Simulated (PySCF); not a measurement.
**C₆H₇B₂F: electronic excitations**

Aim: predict the electronic excitations of C₆H₇B₂F (`F/C=C\C1=CBC=CB1`).

Computed with PySCF 2.14.0, with density-fitted response routines of our own, on a single molecule in the gas phase. Atoms count from 0, in the outputs and in this text.

## 1. Starting geometry

16 atoms, charge 0, multiplicity 1; geometry from: GFN2-xTB.

Bonds of the start (Å): F0–C1 1.34, C1–C2 1.33, C2–C3 1.45, C3–C4 1.36, C4–B5 1.54, B5–C6 1.55, C6–C7 1.35, C7–B8 1.54, B8–C3 1.56, C1–H9 1.08, C2–H10 1.08, C4–H11 1.09, B5–H12 1.17, C6–H13 1.09, C7–H14 1.09, B8–H15 1.17.

## 2. Excited states and response: CAM-B3LYP/def2-SVPD

The job: settings as JSON, then the geometry in Å.

```
{"job": {"kind": "uv", "xc": "CAM-B3LYP", "basis": "def2-SVPD", "nstates": 8, "ntriplets": 3}, "charge": 0, "multiplicity": 1}
F      2.283736    -2.082271     0.109076
C      2.747832    -0.862748    -0.205768
C      1.974052     0.217424    -0.274387
C      0.540804     0.250014    -0.046725
C     -0.168478     1.361168    -0.387775
B     -1.711369     1.366247    -0.393148
C     -2.446614     0.089877     0.094349
C     -1.754465    -1.000577     0.483151
B     -0.241884    -0.841479     0.744120
H      3.810885    -0.883564    -0.400215
H      2.456774     1.138806    -0.574460
H      0.389625     2.209712    -0.778437
H     -2.302173     2.249211    -0.890306
H     -3.531083     0.027723     0.059228
H     -2.292949    -1.904092     0.753487
H      0.237709    -1.326507     1.696399
```

Level: TDDFT CAM-B3LYP/def2-SVPD, vertical, gas phase, core orbitals frozen in the response.

Launch:

```
$ OMP_NUM_THREADS=1 python probes_run.py task.json out
```

This one command runs all jobs of the session in turn.

Predict these results of the whole session: lowest singlet (CAM-B3LYP/def2-SVPD); brightest single state of those computed; lowest triplet.

**Answer**, as computed:

| quantity | value |
| --- | --- |
| lowest singlet (CAM-B3LYP/def2-SVPD) | 2.87 eV (431 nm), f = 0.024 |
| brightest single state of those computed | state 6, 5.55 eV, f = 0.336 |
| lowest triplet | 1.97 eV |

**Reading.** The lowest singlet, at 2.87 eV, is HOMO→LUMO 0.88, HOMO−1→LUMO 0.10 and is weak; of the 8 states computed, the strongest absorption comes from state 6 at 5.55 eV. State 1 absorbs in the visible (431 nm). The lowest triplet lies 0.91 eV below the lowest singlet (triplets in Tamm-Dancoff, singlets in full TDDFT).
